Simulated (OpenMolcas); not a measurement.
# B⁺: CASSCF and CASPT2 terms and fine-structure levels

Which level of B⁺ lies lowest, and where do the others fall? The reference wave functions come first, then spin-orbit coupling, then second-order correlation under several settings.

The numbers are computed with OpenMolcas 26.06 (state-averaged CASSCF and CASPT2, spin-orbit coupling by RASSI with atomic mean-field integrals), except any that are marked as measured or tabulated.

## 1. Starting point

* Species: B⁺ (boron, Z = 5, 4 electrons)
* Basis: ANO-RCC-VQZP [5s4p3d2f1g], 55 functions
* Scalar Hamiltonian: DKH2, point nucleus
* Inactive shells: 1s
* Active space: 2 electrons in 4 orbitals (2s 2p)
* Some configurations of this space: 2p², 2s 2p, 2s²
* Orbitals: optimised for each spin and parity, averaged over the low roots

The outer shells:

2p2
```
2p [↑ ][↑ ][  ]
```

2s 2p
```
2s [↑ ]
2p [↑ ][  ][  ]
```

2s2
```
2s [↑↓]
```

Each step is its own input file, run in one work folder so that later steps find the files of earlier ones. Labels, J, g values, rates, χT and fits are worked out afterwards by a script from the matrices that RASSI stores.

## 2. Basis and integrals

a.inp

```
&GATEWAY
Coord
1

B 0.0 0.0 0.0
Basis=ANO-RCC-VQZP
Group=XYZ
NoMove
AngMom=0.0 0.0 0.0
AMFI
&SEWARD
```

## 3. CASSCF: triplets of even parity, 3 roots

a.inp

```
&RASSCF
FileOrb=start.orb
Symmetry=1
Spin=3
nActEl=2 0 0
Inactive=1 0
Ras2=1 3
CIRoot=3 3 1
SDav=3
CIMx=300
Iter=120 100
PrWF=0.3
OrbListing=Nothing
MaxOrb=0
Atom
>>> COPY $Project.JobIph JOB001
```

start.orb holds the contracted functions of the basis, ordered by shell, or the orbitals of the step before.

## 4. Reference wave functions, singlets of even parity, 7 roots

a.inp

```
&RASSCF
FileOrb=start.orb
Symmetry=1
Spin=1
nActEl=2 0 0
Inactive=1 0
Ras2=1 3
CIRoot=7 7 1
SDav=7
CIMx=300
Iter=120 100
PrWF=0.3
OrbListing=Nothing
MaxOrb=0
Atom
>>> COPY $Project.JobIph JOB002
```

## 5. CASSCF: triplets of odd parity, 3 roots

a.inp

```
&RASSCF
FileOrb=start.orb
Symmetry=2
Spin=3
nActEl=2 0 0
Inactive=1 0
Ras2=1 3
CIRoot=3 3 1
SDav=3
CIMx=300
Iter=120 100
PrWF=0.3
OrbListing=Nothing
MaxOrb=0
Atom
>>> COPY $Project.JobIph JOB003
```

## 6. Reference wave functions, singlets of odd parity, 3 roots

a.inp: that of step 5 with these lines changed.

```diff
@@ -3,3 +3,3 @@
 Symmetry=2
-Spin=3
+Spin=1
 nActEl=2 0 0
@@ -15,2 +15,2 @@
 Atom
->>> COPY $Project.JobIph JOB003
+>>> COPY $Project.JobIph JOB004
```

## 7. RASSI: spin-orbit coupling between the states

a.inp

```
&RASSI
NrOfJobIphs=4 3 7 3 3
1 2 3
1 2 3 4 5 6 7
1 2 3
1 2 3
IphNames
JOB001
JOB002
JOB003
JOB004
EJob
SpinOrbit
DIPRint=1.0
SOCoupling=1000.0
Subsets=2
MEES
Property=10
'ANGMOM' 1 'ANGMOM' 2 'ANGMOM' 3 'MLTPL  1' 1 'MLTPL  1' 2 'MLTPL  1' 3
'AMFI' 1 'AMFI' 2 'AMFI' 3 'MLTPL  2' 6
SOProperty=3
'ANGMOM' 1 'ANGMOM' 2 'ANGMOM' 3
```

## 8. CASPT2: IPEA 0.25, imaginary shift 0.1 (closed shells correlated: 1s)

a.inp

```
>>> COPY JOB001 $Project.JobIph
&CASPT2
Multistate=3 1 2 3
Frozen=0 0
IPEA=0.25
Imaginary=0.1
MaxIter=60
WThr=0.0 0.3 0.05
PrWF=0.5
NoMix
>>> COPY JOB002 $Project.JobIph
&CASPT2
Multistate=7 1 2 3 4 5 6 7
Frozen=0 0
IPEA=0.25
Imaginary=0.1
MaxIter=60
WThr=0.0 0.3 0.05
PrWF=0.5
NoMix
>>> COPY JOB003 $Project.JobIph
&CASPT2
Multistate=3 1 2 3
Frozen=0 0
IPEA=0.25
Imaginary=0.1
MaxIter=60
WThr=0.0 0.3 0.05
PrWF=0.5
NoMix
>>> COPY JOB004 $Project.JobIph
&CASPT2
Multistate=3 1 2 3
Frozen=0 0
IPEA=0.25
Imaginary=0.1
MaxIter=60
WThr=0.0 0.3 0.05
PrWF=0.5
NoMix
```

## 9. CASPT2: IPEA 0.25, imaginary shift 0.3 (closed shells correlated: 1s)

a.inp: that of step 8 with these lines changed.

```diff
@@ -5,3 +5,3 @@
 IPEA=0.25
-Imaginary=0.1
+Imaginary=0.3
 MaxIter=60
@@ -15,3 +15,3 @@
 IPEA=0.25
-Imaginary=0.1
+Imaginary=0.3
 MaxIter=60
@@ -25,3 +25,3 @@
 IPEA=0.25
-Imaginary=0.1
+Imaginary=0.3
 MaxIter=60
@@ -35,3 +35,3 @@
 IPEA=0.25
-Imaginary=0.1
+Imaginary=0.3
 MaxIter=60
```

(Steps that only read results are left out.)

Q: Predict the outcome of this session. Wanted: lowest level; first excited level; strongest of the lines computed, by gA, at CASSCF energies.

**Answer**, as computed:

| quantity | value |
| --- | --- |
| method | SS-CASPT2, IPEA 0.25, imaginary shift 0.1 (closed shells correlated: 1s) |
| lowest level | 2s² ¹S₀, 100 % of that term |
| ground level listed by NIST | 1S0 |
| first excited level | 2s 2p ³P°₀ at 37320 cm⁻¹ |
| strongest of the lines computed, by gA, at CASSCF energies | 2s 2p ¹P°₁ → 2s² ¹S₀, 120.1 nm, A = 1.64e+09 s⁻¹ |

What each method costs and misses:

```
                                           method  time of its own steps  time with the reference  mean absolute difference from the measured levels (cm-1)
                                        A. CASSCF                  7.9 s                    7.9 s                                                      4500
B. SS-CASPT2, IPEA 0.25, imaginary shift 0.1, +1s                  1.4 s                    9.3 s                                                       760
C. SS-CASPT2, IPEA 0.25, imaginary shift 0.3, +1s                  1.4 s                    9.3 s                                                       810
```

Times are of one thread on a shared host.

In words: Method B lies closest to the measured levels (760 cm⁻¹ on average) and A farthest (4500). Only the configurations of the active space and the roots asked for are present. Only valence configurations of the active space appear, up to the ionisation limit; * or ° marks odd parity.
